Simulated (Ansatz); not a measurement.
# singlet CH5Ge+: levels of theory compared

Aim: a comparison of 6 runs (HF/STO-3G, B3LYP/6-31G*, B3LYP/def2-TZVP, r2SCAN/def2-TZVP, revPBE/def2-TZVP, CCSD/def2-TZVP) of singlet CH5Ge+. 

Program for the calculation: Ansatz 0.2.0.

36 further runs of the same task are left out: 36 set aside as unsound or not needed.

### Step 1. The system as given

CH5Ge+ has 7 atoms, charge +1, and is taken as a singlet. As SMILES of the parent species, `[CH3][GeH2]`. The shape is that of a PBE0-D4/def2-TZVP optimisation. That shape belongs to the parent species and isn't relaxed for this state.

Bond lengths: C1–Ge2 1.960 Å, C1–H3 1.090 Å, C1–H4 1.090 Å, C1–H5 1.093 Å, Ge2–H6 1.546 Å, Ge2–H7 1.546 Å. Angles: C1–Ge2–H6 111.3°, C1–Ge2–H7 111.3°, Ge2–C1–H3 110.3°, Ge2–C1–H4 110.3°, Ge2–C1–H5 109.7°, H6–Ge2–H7 109.5°, H3–C1–H4 109.0°, H3–C1–H5 108.8°, H4–C1–H5 108.8°.

### Step 2. The energy at HF/STO-3G (run 1)

in.yaml reads:

```yaml
basis:
  gaussian: {orbitals: STO-3G}
crystal:
  periodic: [false, false, false]
  atoms:
    - {symbol: C, position_ang: [-0.247600, -0.809300, -0.206400]}
    - {symbol: Ge, position_ang: [0.396000, 0.824800, 0.663000]}
    - {symbol: H, position_ang: [-1.153200, -1.166400, 0.283800]}
    - {symbol: H, position_ang: [0.513100, -1.588100, -0.157000]}
    - {symbol: H, position_ang: [-0.473200, -0.603400, -1.255600]}
    - {symbol: H, position_ang: [-0.673100, 1.940800, 0.621200]}
    - {symbol: H, position_ang: [1.699200, 1.333700, 0.005300]}
total_charge: 1
magnetization: {spin_polarized: false, initial_magnetization: 0}
hamiltonian: {xc: hf}
accuracy: high
output: {orbitals: {seedname: orbitals}}
```

The run is started by

```console
ansatz run in.yaml --threads 1 --pin off --max-ram 3480MiB --events-out events.jsonl --progress --plain --runs-dir runs
```

Log:

```text
Warning: RAYON_NUM_THREADS=1 ignored (pool sized by the plan → 1); use --threads N
Functional definition: HF
  name "HF"
  exchange = exact_x
  correlation = 0
421 factors; integrals over basis functions are off by at most 3.1e-9 eV
mean field evaluation 1: about -56920.2239 eV, gradient 1.6e1 eV
mean field evaluation 2: about -56920.2643 eV, gradient 1.6e1 eV
mean field evaluation 4: about -56921.3027 eV, gradient 1.1e0 eV
mean field evaluation 8: about -56921.3119 eV, gradient 1.5e-6 eV
mean field -56921.31193478 eV, -2091.8196309521 hartree, gradient 5.4e-8 eV, S^2 0.000000; 0 other end points of the search recorded, 0 dependent functions left out
reference -56921.31193478 eV, -2091.8196309521 hartree; 21, 21 occupied and 7, 7 virtual orbitals, 421 factors
Total energy: -56921.31193478 eV, -2091.8196309521 hartree
```

Run time: 0.2 s. Hardware: 1 thread of Arm Neoverse V2, shared host.

### Step 3. The energy at B3LYP/6-31G(d) (spherical functions) (run 2)

in.yaml, as its differences from that of step 2:

```diff
@@ -1,3 +1 @@
-basis:
-  gaussian: {orbitals: STO-3G}
 crystal:
@@ -12,6 +10,7 @@
     - {symbol: H, position_ang: [1.699200, 1.333700, 0.005300]}
+basis:
+  gaussian: {orbitals: 6-31G_st_-spherical.json}
+output: {orbitals: {seedname: orbitals}}
+hamiltonian: {xc: {name: B3LYP}}
+accuracy: high
 total_charge: 1
-magnetization: {spin_polarized: false, initial_magnetization: 0}
-hamiltonian: {xc: hf}
-accuracy: high
-output: {orbitals: {seedname: orbitals}}
```

The basis set 6-31G* is read from a file made from the Basis Set Exchange's data (not shown).

The run is started by

```console
ansatz run in.yaml --threads 1 --pin off --max-ram 3480MiB --events-out events.jsonl --progress --plain --runs-dir runs
```

Log:

```text
Warning: RAYON_NUM_THREADS=1 ignored (pool sized by the plan → 1); use --threads N
Functional definition: B3LYP
  name "B3LYP"
  parameter a0 = 0.2
  parameter ax = 0.72
  parameter ac = 0.81
  exchange = (1 - a0 - ax)*slater_x + ax*b88_x + a0*exact_x
  correlation = (1 - ac)*vwn_rpa_c + ac*lyp_c
1232 factors; integrals over basis functions are off by at most 4.8e-9 eV
mean field evaluation 1: about -57609.7440 eV, gradient 6.7e1 eV
mean field evaluation 2: about -57578.3802 eV, gradient 1.0e2 eV
mean field evaluation 4: about -57620.8207 eV, gradient 6.1e0 eV
mean field evaluation 8: about -57620.9754 eV, gradient 5.7e-1 eV
mean field evaluation 16: about -57620.9765 eV, gradient 3.4e-5 eV
mean field -57620.97652438 eV, -2117.5318303701 hartree, gradient 5.6e-9 eV, S^2 0.000000; 0 other end points of the search recorded, 0 dependent functions left out
reference -57620.97655832 eV, -2117.5318316176 hartree; 21, 21 occupied and 35, 35 virtual orbitals, 1232 factors
Total energy: -57620.97655832 eV, -2117.5318316176 hartree
```

Wall time 3.9 s (1 thread of Arm Neoverse V2, shared host); peak memory 0.15 GiB.

Runs 3 to 5 aren't shown in full; the table further down has their settings and results.

### Step 4. The energy at CCSD/def2-TZVP (run 6)

job.yaml reads:

```yaml
crystal:
  periodic: [false, false, false]
  atoms:
    - symbol: C
      position_ang: [-0.247600, -0.809300, -0.206400]
    - symbol: Ge
      position_ang: [0.396000, 0.824800, 0.663000]
    - symbol: H
      position_ang: [-1.153200, -1.166400, 0.283800]
    - symbol: H
      position_ang: [0.513100, -1.588100, -0.157000]
    - symbol: H
      position_ang: [-0.473200, -0.603400, -1.255600]
    - symbol: H
      position_ang: [-0.673100, 1.940800, 0.621200]
    - symbol: H
      position_ang: [1.699200, 1.333700, 0.005300]
basis:
  gaussian: {orbitals: def2-TZVP}
accuracy: high
correlation: {method: ccsd, frozen_orbitals: {C: 1, Ge: 9, H: 0}}
scf: {omitted_lower_state_checks: [cluster_reference, increment]}
total_charge: 1
```

The run is started by

```console
ansatz run job.yaml --threads 1 --pin off --max-ram 3480MiB --events-out events.jsonl --progress --plain --runs-dir runs
```

Log (excerpt; [...] marks lines left out):

```text
Warning: RAYON_NUM_THREADS=1 ignored (pool sized by the plan → 1); use --threads N
[... 2 set-up lines as earlier in the session ...]
[...]
1947 factors; integrals over basis functions are off by at most 4.7e-9 eV
[...]
mean field -57574.95310813 eV, -2115.8405010190 hartree, gradient 4.9e-8 eV, S^2 0.000000; 0 other end points of the search recorded, 0 dependent functions left out
10 core orbitals not correlated: weight in the atoms' cores, before any rotation towards them, 1.000 or more for the frozen orbitals, at most 0.000 for the correlated occupied ones
reference -57574.95310813 eV, -2115.8405010190 hartree; 11, 11 occupied and 88, 88 virtual orbitals, 1947 factors
second order -10.86430436 eV of doubles, -0.00000000 eV of singles
cycle   1  -11.17208067 eV  change   -3.1e-1 eV  update   8.0e-2
[...]
cycle  22  -11.60982397 eV  change   7.5e-10 eV  update   1.3e-9
Total energy: -57586.56293210 eV, -2116.2671541803 hartree
Checks for a lower state left out: cluster_reference, increment
```

Run time: 23 s. Hardware: 1 thread of Arm Neoverse V2, shared host; peak memory 0.79 GiB.

### Step 5. The series

| run | level | frozen core orbitals | energy (Eh) | HOMO energy (eV) | LUMO energy (eV) | HOMO–LUMO gap (eV) | wall time |
| --- | --- | --- | --- | --- | --- | --- | --- |
| 1 | HF/STO-3G | – | -2091.819631 | -17.46 | -5.09 | 12.37 | 0.2 s |
| 2 | B3LYP/6-31G* (spherical functions) | – | -2117.531832 | -15.25 | -10.68 | 4.58 | 3.9 s |
| 3 | B3LYP/def2-TZVP | – | -2117.837475 | -15.26 | -10.68 | 4.59 | 6.9 s |
| 4 | r2SCAN/def2-TZVP | – | -2117.743336 | -14.54 | -11.08 | 3.46 | 13 s |
| 5 | revPBE/def2-TZVP | – | -2117.617490 | -14.22 | -11.16 | 3.06 | 6.6 s |
| 6 | CCSD/def2-TZVP | 10 | -2116.267154 | – | – | – | 23 s |

### Step 6. Results

| quantity | value |
| --- | --- |
| run 6: total energy | -2116.26715 Eh |
| run 6: correlation energy (10 core orbitals frozen) | -426.7 mEh |
| run 6: T1 diagnostic | 0.011 |

In words: Over runs 1, 2, 3, 4, 5 the HOMO–LUMO gap runs from 3.06 eV (revPBE/def2-TZVP) to 12.37 eV (HF/STO-3G). The two ends differ in method and basis. Totals of different functionals can't be ranked against each other. In run 1 the basis is minimal, so the values are rough. All runs together took 54 s, the longest 23 s.
